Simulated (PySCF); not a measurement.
# From one method to the next for Se2 (triplet)

Starting from one script, swap the method and compare what comes out for Se2 (triplet).

Program: PySCF 2.14.0. Level of theory: method and basis as typed in the scripts. These are calculated values, not measurements.

4 further runs of the same task are left out: 4 that didn't finish.

## 1. Starting geometry

Se2 (triplet): 2 atoms, charge 0, spin multiplicity 3.

Bond lengths: Se1–Se2 2.564 Å.

## 2. The run that the others are compared with

The input, input.py:

```python
from pyscf import gto, dft

mol = gto.M(
    atom='Se 0 0 0; Se 0 0 2.564',
    basis='lanl2dz',
    ecp={'Se': 'lanl2dz'},
    charge=0,
    spin=2,
    verbose=4,
)
mf = dft.UKS(mol, xc='mn15l')
mf.kernel()
mf.stability(internal=True, external=True)
mf.dip_moment()
print('orbital energies (hartree):', [e[max(0, n-3):n+3].round(4) for e, n in zip(mf.mo_energy, mol.nelec)])
```

On the command line:

```sh
OMP_NUM_THREADS=1 python input.py
```

## 3. MP2 (UHF)

Run 1 changes step after the SCF: stability → mp2; SCF type: UKS → UHF; functional: mn15l → none (Hartree–Fock).

Changes to input.py since step 2:

```diff
@@ -1,2 +1,2 @@
-from pyscf import gto, dft
+from pyscf import gto, scf, mp
 
@@ -10,5 +10,5 @@
 )
-mf = dft.UKS(mol, xc='mn15l')
+mf = scf.UHF(mol)
 mf.kernel()
-mf.stability(internal=True, external=True)
+mp.MP2(mf).kernel()
 mf.dip_moment()
```

## 4. Frequency run (UHF)

Run 2 changes step after the SCF: stability → frequency; SCF type: UKS → UHF; functional: mn15l → none (Hartree–Fock).

Changes to input.py since step 2:

```diff
@@ -1,2 +1,3 @@
-from pyscf import gto, dft
+from pyscf import gto, scf
+from pyscf.hessian import thermo
 
@@ -10,5 +11,6 @@
 )
-mf = dft.UKS(mol, xc='mn15l')
+mf = scf.UHF(mol)
 mf.kernel()
-mf.stability(internal=True, external=True)
+hess = mf.Hessian().kernel()
+print('wavenumber (cm^-1) =', thermo.harmonic_analysis(mol, hess)['freq_wavenumber'].round(1))
 mf.dip_moment()
```

## 5. Population analysis

Run 3 changes step after the SCF: stability → analyze.

Changes to input.py since step 2:

```diff
@@ -12,3 +12,3 @@
 mf.kernel()
-mf.stability(internal=True, external=True)
+mf.mulliken_pop()
 mf.dip_moment()
```

## 6. Camb3lyp

Run 4 changes functional: mn15l → camb3lyp.

Changes to input.py since step 2:

```diff
@@ -10,3 +10,3 @@
 )
-mf = dft.UKS(mol, xc='mn15l')
+mf = dft.UKS(mol, xc='camb3lyp')
 mf.kernel()
```

Before running it: what results should come out? Wanted: for each run, E(SCF); from base; gap, α spin; after the SCF.

The runs gave:

```
                run  E(SCF) (hartree)  from base (eV)  cycles  gap, α spin (eV)                                            after the SCF
               base        -18.334622               0       7              2.69                             unstable: UHF/UKS -> GHF/GKS
          MP2 (UHF)        -17.996087  not comparable       8             10.25                                MP2 correlation -2.718 eV
frequency run (UHF)        -17.996087  not comparable       8             10.25                                    highest mode 204 cm⁻¹
population analysis        -18.334622          0.0000       7              2.69                                                      n/a
           camb3lyp        -18.369581  not comparable       7              6.58  unstable: internal, real -> complex, UHF/UKS -> GHF/GKS
```

**Reading.** A lower total energy from another functional means nothing by itself.
